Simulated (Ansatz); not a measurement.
# CH8N2Si: the cost of one run

The runs use Ansatz 0.2.0, Gaussian basis; the settings change from run to run.

**1. The geometry**

An earlier PBE0-D4 in a triple-zeta def2 set relaxation fixed the geometry.

12 atoms, charge 0, spin multiplicity 1.

Atoms are counted from 1 here; the program's logs count them from 0.

Bond lengths: C1–N2 1.444 Å, C1–H5 1.095 Å, C1–H6 1.093 Å, C1–H7 1.098 Å, N2–Si3 1.710 Å, N2–H8 1.008 Å, Si3–N4 1.711 Å, Si3–H9 1.495 Å, Si3–H10 1.494 Å, N4–H11 1.006 Å, N4–H12 1.006 Å. Angles: N2–C1–H5 111.3°, N2–C1–H6 109.3°, N2–C1–H7 113.5°, H5–C1–H6 107.2°, H5–C1–H7 107.9°, H6–C1–H7 107.3°, C1–N2–Si3 125.5°, C1–N2–H8 114.0°, Si3–N2–H8 117.6°, N2–Si3–N4 108.2°, N2–Si3–H9 117.4°, N2–Si3–H10 103.6°, N4–Si3–H9 103.3°, N4–Si3–H10 117.5°, H9–Si3–H10 107.5°, Si3–N4–H11 120.4°, Si3–N4–H12 121.8°, H11–N4–H12 112.1°.

Coordinates:

```
C    -1.51242    1.04604    0.57333
N    -0.74996    0.05821   -0.15406
Si    0.82733   -0.46823    0.24465
N     1.58278   -1.02551   -1.18609
H    -2.09952    1.67374   -0.10488
H    -0.82875    1.70486    1.11406
H    -2.19972    0.61234    1.31096
H    -1.30917   -0.54258   -0.73935
H     0.95008   -1.63201    1.17436
H     1.43029    0.71611    0.92630
H     2.24943   -1.77791   -1.14989
H     1.73662   -0.42036   -1.97539
```

**2. r2SCAN0/cc-pVDZ**

Options: coordinates scaled by 1.12, a point charge of 2.00 e beside it, D3(BJ) with three-body dispersion, high accuracy.

File in.yaml:

```yaml
crystal:
  periodic: [false, false, false]
  atoms:
    - {symbol: C, position_ang: [-1.693912, 1.171566, 0.642132]}
    - {symbol: N, position_ang: [-0.839949, 0.065194, -0.172543]}
    - {symbol: Si, position_ang: [0.926614, -0.524419, 0.274004]}
    - {symbol: N, position_ang: [1.772717, -1.148574, -1.328420]}
    - {symbol: H, position_ang: [-2.351466, 1.874587, -0.117468]}
    - {symbol: H, position_ang: [-0.928200, 1.909448, 1.247750]}
    - {symbol: H, position_ang: [-2.463686, 0.685818, 1.468272]}
    - {symbol: H, position_ang: [-1.466266, -0.607686, -0.828071]}
    - {symbol: H, position_ang: [1.064085, -1.827855, 1.315280]}
    - {symbol: H, position_ang: [1.601920, 0.802045, 1.037459]}
    - {symbol: H, position_ang: [2.519366, -1.991256, -1.287879]}
    - {symbol: H, position_ang: [1.945015, -0.470804, -2.212437]}
basis:
  gaussian: {orbitals: cc-pVDZ, point_charges: [{charge: 2.00, position_ang: [5.966, 0.124, -0.613]}]}
hamiltonian: {xc: {name: r2SCAN0}, dispersion: d3bjatm}
accuracy: high
output: {forces: true}
```

Launch:

```bash
$ ansatz run in.yaml --threads 4 --pin off --events-out ev --progress --plain --max-ram 10444MiB
```

Q: Estimate wall time and peak memory on 4 threads of AMD EPYC 7B13, shared host.

About 4.7 s, with a peak of 0.48 GiB.
